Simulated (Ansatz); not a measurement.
# TaTe (Pm-3m) in Ansatz: equation of state

Aim: energy against volume of TaTe in PBE, for its equilibrium volume and stiffness.

Everything below comes from runs of Ansatz 0.2.0. Logs are shortened: lines on timing, memory, paths and dates and some standing lists are left out, and cuts for length are marked.

## 1. The crystal as given

Symmetry: Pm-3m, No. 221, cubic system. Conventional cell: a = 3.420 Å, b = 3.420 Å, c = 3.420 Å, α = 90.00°, β = 90.00°, γ = 90.00°. Ta (site symmetry m-3m) has 8 Te at 2.96 Å as nearest neighbours. Around Te (site symmetry m-3m) lie 8 Ta at 2.96 Å.

The cell was built by a generator and needn't be a form met in nature.

## 2. Equation of state, PBE

Potentials or basis: all-electron LAPW, scalar-relativistic.

This step only gathers the single runs of the series.

Results:

| Item | Value |
| --- | --- |
| Equilibrium volume | 20.03 Å³/atom |
| Bulk modulus | 144 GPa |
| Pressure derivative of the bulk modulus | 4.6 |

Energy against volume, from the lowest point:
| volume (Å³/atom) | energy (meV/atom) |
| --- | --- |
| 18.802 | 37.69 |
| 19.202 | 16.42 |
| 19.602 | 4.17 |
| 20.002 | 0.00 |
| 20.402 | 3.05 |
| 20.803 | 12.57 |
| 21.203 | 27.86 |

Spin-orbit coupling is left out, which matters for the levels of Ta, Te.
